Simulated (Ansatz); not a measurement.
# BTe6: the cost of one run

Program: Ansatz 0.2.0. Level of theory: DFT PBE, scalar-relativistic, plane waves, PAW. These are calculated values, not measurements.

### 1 The starting structure

Symmetry: Pm-3m, No. 221, cubic system. The conventional cell has a = 6.269 Å, b = 6.269 Å, c = 6.269 Å, α = 90.00°, β = 90.00°, γ = 90.00°. Te (site symmetry 4mm) is surrounded by 5 Te at 2.57 to 2.63 Å.

Structure file:

```xyz
7
Lattice="6.2690 0.0000 0.0000 0.0000 6.2690 0.0000 0.0000 0.0000 6.2690" Properties=species:S:1:pos:R:3 pbc="T T T"
B     0.0000    0.0000    0.0000
Te    1.3165    3.1345    3.1345
Te    3.1345    1.3165    3.1345
Te    4.9525    3.1345    3.1345
Te    3.1345    4.9525    3.1345
Te    3.1345    3.1345    1.3165
Te    3.1345    3.1345    4.9525
```

Recipe of the guess: species swapped into a database cell of SiB6 (Pm-3m, No. 221), with B on the Si sites and Te on the B sites. Its size is a rough estimate.

### 2 A first look at the guess

input.yaml

```yaml
crystal:
  lattice:
    - [6.26900542, 0.0, 0.0]
    - [0.0, 6.26900542, 0.0]
    - [0.0, 0.0, 6.26900542]
  atoms:
    - { symbol: B, position: [0.0, 0.0, 0.0] }
    - { symbol: Te, position: [0.20999999, 0.5, 0.5] }
    - { symbol: Te, position: [0.5, 0.20999999, 0.5] }
    - { symbol: Te, position: [0.79000001, 0.5, 0.5] }
    - { symbol: Te, position: [0.5, 0.79000001, 0.5] }
    - { symbol: Te, position: [0.5, 0.5, 0.20999999] }
    - { symbol: Te, position: [0.5, 0.5, 0.79000001] }
basis:
  ecutwfc: 420
kpoints:
  mp_grid: { grid: [4, 4, 4] }
hamiltonian:
  xc: pbe
scf:
  occupations: { method: gaussian, width: 0.1 }
  lower_state_search: "off"
output:
  forces: true
  stress: true
  eigenvalues: true
```

Run with:

```sh
> ansatz run input.yaml --threads 1 --pin off --max-ram 2048MiB --backend cpu --events-out ev --progress --plain --runs-dir out
```

**Question.** How long does this run take on 1 thread of Arm Neoverse V1, shared host, and how much memory does it need?

About 11 s, with a peak of 0.47 GiB.
